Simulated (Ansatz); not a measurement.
Write a Python script for Ansatz 0.2.0 through its Python package that makes a convergence test of the k-point mesh of RuRh, space group P-6m2. Level of theory (first run): r2SCAN, PAW, the default cutoff (500 eV here), 3×3×2 k-points, cold smearing of 0.1 eV. The script varies spacing (1/A): 1.0, 0.6, 0.4, 0.3.

```
Ru Rh
1.0
     2.70942    0.00000    0.00000
    -1.35471    2.34642    0.00000
     0.00000    0.00000    4.29837
Ru Rh
1 1
Direct
  0.00000 0.00000 0.50000
  0.66667 0.33333 0.00000
```

`rurh_kconv.py`
```python
"""Convergence of RuRh with the k-point mesh."""

import argparse
import csv
import warnings

import ansatz as az
from ase import Atoms

parser = argparse.ArgumentParser(description="Convergence of RuRh with the k-point mesh.")
parser.add_argument("--occupations", default="Marzari-Vanderbilt", help="how the bands are filled")
parser.add_argument("--width-ev", type=float, required=True, help="smearing width (eV)")
parser.add_argument("--xc", default="r2scan", help="exchange-correlation functional")
args = parser.parse_args()

warnings.simplefilter("ignore", az.DeckWarning)

atoms = Atoms(
    ["Ru", "Rh"],
    scaled_positions=[
        (0.0, 0.0, 0.5),
        (2 / 3, 1 / 3, 0.0),
    ],
    cell=[
        (2.709415, 0.0, 0.0),
        (-1.354708, 2.346422, 0.0),
        (0.0, 0.0, 4.298368),
    ],
    pbc=True,
)
structure = az.Crystal.from_ase(atoms)

job = (
    structure.calculation()
    .pseudopotentials("paw")
    .occupations(args.occupations, width=args.width_ev)
    .functional(args.xc)
    .stress()
)

rows = []
for value in [1.0, 0.6, 0.4, 0.3]:
    summary = job.kpoints(spacing=value).run(threads=1).report
    rows.append((value, summary["free_energy_ev"] / len(summary["lattice"]["sites"]), summary["n_iterations"], sum(summary["stress_gpa"][i][i] for i in range(3)) / 3, summary["n_kpoints"]))

with open("kconv.csv", "w", newline="") as handle:
    writer = csv.writer(handle)
    writer.writerow(["spacing (1/A)", "F/atom (eV)", "iterations", "P (GPa)", "k-points"])
    writer.writerows([round(v, 5) if isinstance(v, float) else v for v in row] for row in rows)

# differences from the last row
for row in rows[:-1]:
    shift = 1000 * (row[1] - rows[-1][1])
    print(f"{row[0]}: {shift:+.2f} meV/atom" + ("  (within 2 meV)" if abs(shift) < 2 else ""))
```

Output of `python rurh_kconv.py --width-ev 0.1`:
```text
1.0: +521.72 meV/atom
0.6: +12.06 meV/atom
0.4: +13.51 meV/atom
```

It writes `kconv.csv`:
```csv
spacing (1/A),F/atom (eV),iterations,P (GPa),k-points
1.0,-6152.42466,12,9.07112,6
0.6,-6152.93432,10,-1.06819,10
0.4,-6152.93287,9,-1.18718,24
0.3,-6152.94638,8,-1.24249,36
```

What to keep in mind:
- Pressure is positive in compression.
- This cell is a computed structure, which may not be the phase found in nature.
- Shifts are counted from the finest mesh, which is itself no proven limit.
- Finished in 16 s on 1 thread of Arm Neoverse V1, on a shared host, peak memory 0.41 GiB.
